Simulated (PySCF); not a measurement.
# The bond of IBr+, level by level

The task here is to estimate one member of a computed series from the others.

Method: I cc-pVDZ-PP with ECP28, Br cc-pVDZ-PP with ECP10, scalar-relativistic core potentials; program: PySCF 2.14.0.

The first run:

Settings of the job:

| Property | Result |
| --- | --- |
| atoms | I, Br |
| charge | 1 |
| basis | I cc-pVDZ-PP with ECP28, Br cc-pVDZ-PP with ECP10 |
| Hamiltonian | scalar-relativistic core potentials |
| basis functions | 46 |
| electrons treated | 49 |
| masses in u | 126.9045, 78.9183 |
| levels | PBE0, PBE, r²SCAN, LDA, revPBE, B3LYP, CAM-B3LYP, HF, MP2, SCS-MP2, CCSD, CCSD(T) |
| grid | 80 radial by 434 angular points |
| occupations | held fixed by the projection of orbital angular momentum |
| dissociation limit | I+ + Br, each in its ground configuration |
| starting distance in angstrom | 2.525 |
| values of 2S to try | 1, 3 |

Launch:

```console
OMP_NUM_THREADS=1 python dia.py task.json out
```

Among the steps run: Set-up; PBE0 along the bond; Higher solutions at PBE0; PBE (GGA); r²SCAN (meta-GGA); LDA; revPBE; B3LYP (global hybrid GGA); CAM-B3LYP; UHF (mean field); Correlated methods on the Hartree–Fock reference.

One of the session's tables, all rows but one given; the rest of the session is left out.

Differences from CCSD(T) in the same basis:

| level | Re (mÅ) | ωe (%) |
| --- | --- | --- |
| UHF | -28 | -0.3 |
| UHF-CCSD | -7 | +1.9 |
| LDA | -32 | +5.6 |
| PBE | -2 | +0.4 |
| revPBE | +6 | -1.1 |
| r²SCAN | -23 | +4.7 |
| B3LYP | -4 | +2.2 |
| PBE0 | -39 | +8.6 |
| CAM-B3LYP | ? | ? |

**Question.** Estimate the row for CAM-B3LYP.

The run gave: Re (mÅ): -38; ωe (%): +9.9. In the column «Re (mÅ)» it lies between PBE0 (-39) and LDA (-32).

To keep in mind: At some levels the lowest empty orbital lies below the highest filled one (the two can be of opposite spin).
